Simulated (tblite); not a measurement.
# C2H9FSSi2: the cost of one run

Programs: tblite 0.8.0 and PySCF 2.14.0, with density-fitted response routines of our own. Each step states its level of theory. These are calculated values for one molecule in the gas phase, unless marked as measured. Atoms are numbered from 0 throughout.

**1. The starting structure**

15 atoms, charge 0, multiplicity 1; geometry from: force field or distance geometry start.

Bonds of the start (Å): C0–C1 1.52, C1–S2 1.82, S2–Si3 2.14, Si3–F4 1.68, Si3–Si5 2.25, C0–H6 1.12, C0–H7 1.12, C0–H8 1.10, C1–H9 1.09, C1–H10 1.13, Si3–H11 1.49, Si5–H12 1.49, Si5–H13 1.48, Si5–H14 1.45.

**2. Relaxing the molecule with GFN2-xTB**

What the job is given:

```
{"job": {"kind": "relax", "xc": "GFN2-xTB", "basis": "xTB"}, "charge": 0, "multiplicity": 1}
C     -2.453400    -0.142200     0.108200
C     -1.292000    -0.601900    -0.752100
S     -0.475700     0.912600    -1.335100
Si     1.155700     1.288100     0.002700
F      2.003900     2.675000    -0.404400
Si     2.503000    -0.506900    -0.066900
H     -3.401300    -0.233700    -0.489300
H     -2.325000     0.946100     0.346900
H     -2.545000    -0.718000     1.043200
H     -1.640800    -1.231700    -1.573500
H     -0.599800    -1.176400    -0.070100
H      0.667500     1.475900     1.396500
H      2.759000    -0.993200     1.318600
H      3.752200    -0.096900    -0.741500
H      1.887400    -1.588900    -0.816400
```

The run is started by

```bash
$ OMP_NUM_THREADS=1 python probes_run.py task.json out
```

The driver reads the jobs from task.json and runs them one after another.

**Question.** How long does this first job take on 1 thread of Intel Xeon at 2.70GHz, shared host?

About 3.2 s.
